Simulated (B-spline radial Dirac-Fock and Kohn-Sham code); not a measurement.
**An X-ray data sheet for Gd²²⁺, step by step**

Wanted for Gd²²⁺: its X-ray form factor and Compton profile, the binding energy of each subshell and how cheaper methods do for the levels.

Method: a free atom or ion on a radial basis; each step names its model; computed with B-spline radial Dirac-Fock and Kohn-Sham code, version 2.

## 1. The atom as given

Gadolinium as Gd²²⁺, configuration [Kr] 4d6.

* nuclear charge: 64
* electrons: 42
* mass number: 158
* nuclear rms radius: 5.1569 fm

## 2. Scattering by the electron cloud

Model: Dirac-Fock average of configuration, finite nucleus; form factor of the spherical density, Waller-Hartree incoherent function, impulse-approximation Compton profiles.

Settings, as recorded:

```ini
task = scatter
Z = 64
charge = 22
configuration = 1s2 2s2 2p6 3s2 3p6 3d10 4s2 4p6 4d6
mass_number = 158
rms_radius = 5.1569  # fm
s = [0.0, 0.05, 0.1, 0.15, 0.2, 0.25, 0.3, 0.35, 0.4, 0.45, 0.5, 0.6, 0.7, 0.8, 0.9, 1.0, 1.1, 1.2, 1.4, 1.6, 1.8, 2.0, 2.5, 3.0, 3.5, 4.0, 5.0, 6.0]  # 1/A
pz = [0, 0.1, 0.14, 0.21, 0.3, 0.44, 0.63, 0.91, 1.3, 1.9, 2.7, 4.0, 5.7, 8.3, 12.0, 17.0, 25.0, 36.0, 52.0, 75.0, 110.0]  # a.u.
photon_energy = [1000, 2000, 5000, 8047.8, 17479.3, 30000, 200000, 500000]  # eV
```

## 3. Hole states by ΔSCF

Model: Dirac-Fock average of configuration, Delta-SCF, finite nucleus, first-order Breit with its frequency dependence, self-energy and vacuum polarisation.

Settings, as recorded:

```ini
task = binding
```

## 4. The levels by Dirac LDA

Model: Dirac-Kohn-Sham LDA (Slater exchange, VWN correlation), finite nucleus, spherical and without spin polarisation.

Settings, as recorded:

```ini
task = binding-ladder
method = lda,vwn
relativity = dirac
```

## 5. The levels by non-relativistic HF

Model: non-relativistic Hartree-Fock, average of configuration, point nucleus.

Recorded inputs:

```ini
task = binding-ladder
method = hf
relativity = nr
```

(Steps that only read results are left out.)

Q: Predict the outcome of this session. Wanted: rms radius of the electron cloud; form factor halves at; Compton profile at zero; deepest level listed, K; least bound, N4,5; Kα1; Dirac LDA, K: eigenvalue / ΔSCF; non-relativistic HF, 1s: eigenvalue / ΔSCF.

As calculated:

| quantity | value |
| --- | --- |
| rms radius of the electron cloud | 0.375 bohr |
| form factor halves at | 1.0 1/Å |
| Compton profile at zero | 2.843 1/a.u. |
| deepest level listed, K (1s) | 50900.9 eV |
| least bound, N4,5 (4d) | 723.0 eV |
| Kα1 | 42992.4 eV |
| ionisation energy, NIST (theoretical) | 719.000 eV |
| Dirac LDA, K: eigenvalue / ΔSCF | 50629.4 / 51103.8 eV |
| non-relativistic HF, 1s: eigenvalue / ΔSCF | 48182.7 / 48127.8 eV |

What this shows: The form factor starts at the 42 electrons and halves by s = 1.0 1/Å. Incoherent scattering outweighs coherent from 200 keV on, among the energies asked. The K (1s) level lies 61.1 eV under Koopmans' value by relaxation alone; Breit gives -142.48 and QED -73.53 eV. NIST's ionisation energy differs by -3.99 eV from the least binding energy, within its stated uncertainty. Dirac LDA misses the K level by -0.5 % with its eigenvalue and by +0.4 % with ΔSCF. Breit and QED terms, which only the reference holds, shift this level by tenths of a per cent, so the eigenvalue's nearness can be cancellation. Non-relativistic HF misses the 1s level by -5.3 % with its eigenvalue and by -5.4 % with ΔSCF, as relativity is missing. The Hartree-Fock and Dirac-Fock values hold no electron correlation.
